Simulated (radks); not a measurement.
**Valence configurations of Sn⁺**

An exercise on one series of results from a longer session: the logs are not shown, and one member is left open.

Program: radks (a radial shooting solver on a logarithmic mesh, Libxc functionals) version 1. Level of theory: Dirac Kohn-Sham, PBE, spin-unpolarised, spherical densities, point nucleus; open shells are shared between the two j in proportion to 2j + 1. These are calculated values, not measurements, unless marked.

### The atom as given

| Property | Result |
| --- | --- |
| element | tin (Z = 50) |
| charge | +1 |
| electrons | 49 |
| configuration | [Kr] 4d10 5s2 5p1 |
| others tried | 4d10 5s1 5p2; 4d9 5s2 5p2; 4d9 5s1.5 5p2.5; 4d8 5s2 5p3; 4d10 5p3; 4d7 5s2 5p4; 4d10 5s1.5 5p1.5; 4d8 5s1 5p4; 4d7 5p6 |

Outer shells as boxes (Hund's rule):

Sn⁺
```
[Kr] core
4d [↑↓][↑↓][↑↓][↑↓][↑↓]
5s [↑↓]
5p [↑ ][  ][  ]
```

The first run:

The run's settings:

```text
Z 50
configuration [Kr] 4d10 5s2 5p1
relativity Dirac
functional pbe,pbe
spin unpolarised
j_filling average
nucleus point
c 137.035999084
```

Steps of the session up to this table: [Kr] 4d10 5s2 5p1.

One table of the session follows, with a row left open; its other results are not shown here.

It belongs to the step «[Kr] 4d10 5s2 5p1». Sizes of the orbitals, from the radial functions (bohr):

```
level     <r>  outermost maximum (interpolated)  90 % within  nodes
4s1/2  0.8186                             0.746         1.19      3
4p1/2  0.8657                             0.772         1.27      2
4p3/2       ?                                 ?            ?      ?
4d3/2   1.088                             0.881         1.69      1
4d5/2   1.103                             0.891         1.72      1
5s1/2   2.307                              1.98         3.39      4
5p1/2   2.832                              2.36         4.24      3
5p3/2   2.939                              2.46         4.40      3
```

**Question.** Estimate the row for 4p3/2.

The run gave: <r>: 0.8954; outermost maximum (interpolated): 0.797; 90 % within: 1.32; nodes: 2. In the column «<r>» it lies between 4p1/2 (0.8657) and 4d3/2 (1.088).
